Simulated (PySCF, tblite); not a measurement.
# C2F6O2S: geometry, infrared bands and NMR shifts

Aim: predict the infrared bands and NMR shifts of C2F6O2S (`O=S(=O)(F)C(F)(F)C(F)(F)F`).

The runs use tblite 0.8.0 and PySCF 2.14.0, with density-fitted response routines of our own; the level of theory stands in each step. All values are computed, except where a source is named. Atoms are numbered from 0 throughout.

### 1 The molecule as given

11 atoms, charge 0, multiplicity 1; geometry from: force field or distance geometry start.

Bonds of the start (Å): O0–S1 1.52, S1–O2 1.50, S1–F3 1.67, S1–C4 1.78, C4–F5 1.38, C4–F6 1.35, C4–C7 1.53, C7–F8 1.39, C7–F9 1.37, C7–F10 1.39.

### 2 Optimising the geometry with GFN2-xTB

What the job is given:

```
{"job": {"kind": "relax", "xc": "GFN2-xTB", "basis": "xTB"}, "charge": 0, "multiplicity": 1}
O      1.240000    -1.416800     0.919300
S      1.326300    -0.116500     0.140000
O      1.631200    -0.481800    -1.286300
F      2.504800     0.893500     0.760700
C     -0.264500     0.659900     0.315500
F     -0.342500     1.861400    -0.368700
F     -0.670900     0.824400     1.594300
C     -1.193900    -0.341200    -0.368100
F     -0.709600    -0.430800    -1.670100
F     -2.501300     0.076800    -0.398100
F     -1.014100    -1.526200     0.335600
```

The run is started by

```sh
$ OMP_NUM_THREADS=1 python probes_run.py task.json out
```

This one command runs all jobs of the session in turn.

**Question.** This job is followed by: GFN2-xTB harmonic vibrations, gas phase; GIAO PBE0/pcSseg-1 NMR shielding, non-relativistic, gas phase. Predict these results of the whole session: strongest single infrared mode (GFN2-xTB); zero-point energy (GFN2-xTB); 13C shifts against TMS (PBE0/pcSseg-1); 17O shifts against H2O (PBE0/pcSseg-1, means over atoms taken as alike); 33S shifts against CS2 (PBE0/pcSseg-1); 19F shifts against CFCl3 (PBE0/pcSseg-1, means over atoms taken as alike); surface potential, 1st and 99th percentile.

As calculated:

| quantity | value |
| --- | --- |
| strongest single infrared mode (GFN2-xTB) | 1386 cm⁻¹, 545 km/mol |
| zero-point energy (GFN2-xTB) | 22.4 kcal/mol |
| 13C shifts against TMS (PBE0/pcSseg-1) | 126.0, 123.3 ppm |
| 17O shifts against H2O (PBE0/pcSseg-1, means over atoms taken as alike) | 241.9 ppm |
| 33S shifts against CS2 (PBE0/pcSseg-1) | 315 ppm |
| 19F shifts against CFCl3 (PBE0/pcSseg-1, means over atoms taken as alike) | 51.4, -85.8, -123.3 ppm |
| surface potential, 1st and 99th percentile | -0.75 V and 1.64 V |

What this shows: Over 91 steps the energy fell by 1.766 eV; of the close pairs, O0–S1 changed most, 1.518 to 1.405 Å. No mode is imaginary among the 27: a minimum at this level. The strongest single mode, at 1386 cm⁻¹, has its largest shares on S1, O0 and O2 (the list is cut at 3 atoms). GFN2-xTB is a fitted tight-binding method: band positions and strengths are rough. Its intensities can rank the bands wrongly. At PBE0/pcSseg-1: Shielding is most anisotropic at S1 (span 442 ppm, paramagnetic term -862 ppm). At PBE0/pcSseg-1, counted by nearest atom on the grid, the HOMO lies on O2 27 %; O0 21 %, the LUMO on S1 27 %; F3 22 %.
